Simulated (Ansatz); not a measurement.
# B2H4O2S: the cost of one run

All numbers below are computed with Ansatz 0.2.0 (RKS r2SCANh/STO-3G).

### Step 1. The system as given

Bond lengths: O1–B2 1.418 Å, B2–O3 1.430 Å, B2–B4 1.625 Å, B4–S5 1.954 Å, O1–H6 0.959 Å, O3–H7 1.008 Å, B4–H8 1.160 Å, S5–H9 1.420 Å. Angles: O1–B2–O3 118.5°, O1–B2–B4 124.2°, O3–B2–B4 117.3°, B2–O1–H6 109.7°, B2–O3–H7 107.8°, B2–B4–S5 118.4°, B2–B4–H8 123.6°, S5–B4–H8 117.9°, B4–S5–H9 92.2°.

Coordinates:

```xyz
9

O    -0.2114    1.2271    1.1968
B     0.5512    0.4889    0.2561
O     1.9597    0.3646    0.4673
B    -0.0696   -0.2159   -1.0696
S    -1.9918   -0.0691   -1.3877
H    -0.5569    0.6357    1.8677
H     2.1147   -0.4439    1.0487
H     0.5599   -0.8338   -1.8229
H    -2.2673   -1.2000   -0.5736
```

### Step 2. End point A

input.yaml reads:

```yaml
crystal:
  periodic: [false, false, false]
  atoms:
    - { symbol: O, position_ang: [-0.2114, 1.2271, 1.1968] }
    - { symbol: B, position_ang: [0.5512, 0.4889, 0.2561] }
    - { symbol: O, position_ang: [1.9597, 0.3646, 0.4673] }
    - { symbol: B, position_ang: [-0.0696, -0.2159, -1.0696] }
    - { symbol: S, position_ang: [-1.9918, -0.0691, -1.3877] }
    - { symbol: H, position_ang: [-0.5569, 0.6357, 1.8677] }
    - { symbol: H, position_ang: [2.1147, -0.4439, 1.0487] }
    - { symbol: H, position_ang: [0.5599, -0.8338, -1.8229] }
    - { symbol: H, position_ang: [-2.2673, -1.2, -0.5736] }
basis:
  gaussian: { orbitals: STO-3G }
hamiltonian:
  xc: r2scanh
relax:
  f_tol: 0.015
  max_steps: 40
output:
  orbitals: {}
```

The run is started by

```bash
$ ansatz run input.yaml --threads 1 --pin off --max-ram 2048MiB --backend cpu --events-out ev --progress --plain --runs-dir out
```

Q: Estimate wall time and peak memory on 1 thread of Arm Neoverse V2, shared host.

About 45 s, with a peak of 0.14 GiB.
